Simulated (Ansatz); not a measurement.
# CH6O3Si: a dynamics run in two tries

Aim: a short trajectory for this system. SMILES of the start: CO[SiH](O)O.

Program: Ansatz 0.2.0. Level of theory: RKS PBE0-D4/STO-3G. These are calculated values, not measurements.

**1. The system as given**

Bond lengths: Si1–O2 1.698 Å, O2–H3 1.015 Å, Si1–O4 1.707 Å, O4–C5 1.448 Å, C5–H6 1.112 Å, C5–H7 1.106 Å, C5–H8 1.111 Å, Si1–O9 1.699 Å, O9–H10 1.015 Å, Si1–H11 1.461 Å. Angles (14 of 15 angles, heavy atoms first): O2–Si1–O4 107.0°, O2–Si1–O9 107.5°, O4–Si1–O9 107.9°, Si1–O4–C5 110.6°, Si1–O2–H3 104.3°, O2–Si1–H11 112.4°, O4–Si1–H11 109.9°, O9–Si1–H11 111.9°, O4–C5–H6 113.6°, O4–C5–H7 107.7°, O4–C5–H8 113.4°, Si1–O9–H10 104.5°, H6–C5–H7 107.3°, H6–C5–H8 107.2°.

Structure file:

```xyz
11

Si   -0.0785   -0.0998   -0.0174
O     0.2657   -0.2427    1.6396
H    -0.6454   -0.3303    2.0780
O     1.4106    0.1348   -0.8190
C     2.2039   -1.0765   -0.7846
H     1.6950   -1.9537   -1.2397
H     3.1258   -0.8923   -1.3665
H     2.5137   -1.3716    0.2402
O    -1.0098    1.3052   -0.2271
H    -1.2836    1.2852   -1.2039
H    -0.7499   -1.2836   -0.5499
```

**2. First try**

input.yaml reads:

```yaml
crystal:
  periodic: [false, false, false]
  atoms:
    - { symbol: Si, position_ang: [-0.078517, -0.099763, -0.017435] }
    - { symbol: O, position_ang: [0.265747, -0.2427, 1.639647] }
    - { symbol: H, position_ang: [-0.645395, -0.33026, 2.077956] }
    - { symbol: O, position_ang: [1.410643, 0.134841, -0.819004] }
    - { symbol: C, position_ang: [2.203874, -1.076512, -0.784619] }
    - { symbol: H, position_ang: [1.695029, -1.953666, -1.239714] }
    - { symbol: H, position_ang: [3.12582, -0.892262, -1.36647] }
    - { symbol: H, position_ang: [2.513664, -1.371569, 0.240215] }
    - { symbol: O, position_ang: [-1.009766, 1.305218, -0.227065] }
    - { symbol: H, position_ang: [-1.283638, 1.285193, -1.203856] }
    - { symbol: H, position_ang: [-0.749859, -1.283621, -0.549855] }
basis:
  gaussian: { orbitals: STO-3G }
hamiltonian:
  xc: pbe0
  dispersion: d4
md:
  timestep: 1000.0
  n_steps: 25
  ensemble: nvt_langevin
  temperature: 500.0
  initial_velocities: maxwell_boltzmann
  seed: 844853
  friction: 0.05
```

Started as:

```
> ansatz run input.yaml --threads 1 --pin off --max-ram 2048MiB --backend cpu --events-out ev --progress --plain --runs-dir out
```

Q: Predict the outcome of this session. Wanted: first try.

The runs gave:

| quantity | value |
| --- | --- |
| first try | timeout |
| cause | the time step is longer than any vibration's period allows, so each step throws atoms far past their turning points |

What this shows: The program did not catch the first fault at the input check, so it cost a run.
